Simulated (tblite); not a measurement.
# C5H10GeO3: the cost of one run

Computed with tblite 0.8.0 and PySCF 2.14.0, with density-fitted response routines of our own, on a single molecule in the gas phase. Atoms count from 0, in the outputs and in this text.

### Step 1. Starting geometry

19 atoms, charge 0, multiplicity 1; geometry from: force field or distance geometry start.

Bonds of the start (Å): C0–C1 1.51, C1–O2 1.26, C1–Ge3 1.90, Ge3–O4 1.80, O4–C5 1.40, C5–C6 1.47, C6–C7 1.46, C7–O8 1.34, O8–Ge3 1.75, C0–H9 1.10, C0–H10 1.12, C0–H11 1.09, Ge3–H12 1.54, C5–H13 1.11, C5–H14 1.12, C6–H15 1.12, C6–H16 1.13, C7–H17 1.13, C7–H18 1.12.

### Step 2. Optimising the geometry with GFN2-xTB

Job settings and geometry (Å):

```
{"job": {"kind": "relax", "xc": "GFN2-xTB", "basis": "xTB"}, "charge": 0, "multiplicity": 1}
C      3.327800     0.657300    -0.156300
C      2.310900    -0.384200     0.245500
O      2.678700    -1.272300     1.058500
Ge     0.544500    -0.344200    -0.455600
O     -0.258700     1.246700    -0.223100
C     -1.557900     0.996300    -0.691900
C     -2.351700     0.083400     0.138800
C     -1.766200    -1.181000     0.588400
O     -0.514600    -1.542000     0.267000
H      4.289500     0.417300     0.318300
H      3.431100     0.531200    -1.266500
H      3.032500     1.667700     0.139000
H      0.629700    -0.623900    -1.967200
H     -2.079300     1.940400    -0.933200
H     -1.417600     0.507000    -1.685300
H     -3.323300    -0.110300    -0.387500
H     -2.669900     0.663000     1.053300
H     -1.855500    -1.243000     1.710500
H     -2.459800    -2.000100     0.255000
```

Launch:

```bash
> OMP_NUM_THREADS=1 python probes_run.py task.json out
```

The driver reads the jobs from task.json and runs them one after another.

**Question.** How long does this first job take on 1 thread of Arm Neoverse V1, shared host, and how much memory does it need?

About 1.8 s, with a peak of 0.18 GiB.
